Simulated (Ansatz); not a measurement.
# MnO: the cost of one run

Method: DFT PBE+U (U = 6 eV, J = 0.5 eV on Mn d), plane waves, PAW, in Ansatz 0.2.0.

1 further run of the same task is left out (it didn't finish).

## (1) Starting point

It takes space group Fm-3m (No. 225, cubic). Conventional cell: a = 4.444 Å, b = 4.444 Å, c = 4.444 Å, α = 90.00°, β = 90.00°, γ = 90.00°. Mn (site symmetry m-3m) has 6 O at 2.22 Å as nearest neighbours. Around O (site symmetry m-3m) lie 6 Mn at 2.22 Å.

Structure file:

```cif
data_structure
_symmetry_space_group_name_H-M 'P 1'
_symmetry_Int_Tables_number 1
_cell_length_a 3.1424
_cell_length_b 5.4428
_cell_length_c 6.2848
_cell_angle_alpha 30.000
_cell_angle_beta 60.000
_cell_angle_gamma 54.736
_cell_volume 43.88
loop_
_atom_site_label
_atom_site_type_symbol
_atom_site_fract_x
_atom_site_fract_y
_atom_site_fract_z
_atom_site_occupancy
Mn1 Mn 0.00000 0.00000 0.00000 1
O1 O 0.50000 0.50000 0.00000 1
Mn2 Mn 0.00000 0.00000 0.50000 1
O2 O 0.50000 0.50000 0.50000 1
```

## (2) Ferromagnetic start, free, symmetry kept, no search

File input.yaml:

```yaml
crystal:
  lattice:
    - [0.0, 2.22200033, 2.22200033]
    - [4.44400066, 2.22200033, 2.22200033]
    - [4.44400066, 4.44400066, 0.0]
  atoms:
    - { symbol: Mn, position: [0.0, 0.0, 0.0], spin: 5.0 }
    - { symbol: O, position: [0.5, 0.5, 0.0] }
    - { symbol: Mn, position: [0.0, 0.0, 0.5], spin: 5.0 }
    - { symbol: O, position: [0.5, 0.5, 0.5] }
basis:
  ecutwfc: 420
  ecutrho_ratio: 4
kpoints:
  mp_grid: { grid: [7, 7, 7] }
hamiltonian:
  xc: pbe
  hubbard:
    sites:
      - { site: 0, l: d, u: 6.0, j: 0.5 }
      - { site: 2, l: d, u: 6.0, j: 0.5 }
scf:
  occupations: { method: gaussian, width: 0.05 }
  lower_state_search: "off"
  max_iter: 150
output:
  forces: true
  stress: true
  eigenvalues: true
  populations: true
  hubbard: { sites: [{ site: 0, l: d }, { site: 2, l: d }] }
magnetization:
  spin_polarized: true
```

Started as:

```sh
> ansatz run input.yaml --threads 2 --pin off --max-ram 3072MiB --backend cpu --events-out ev --progress --plain --runs-dir out
```

**Question.** How long does this run take on 2 threads of AMD EPYC 7R43 (Zen 3), shared host, and how much memory does it need?

About 3.7 s, with a peak of 0.46 GiB.
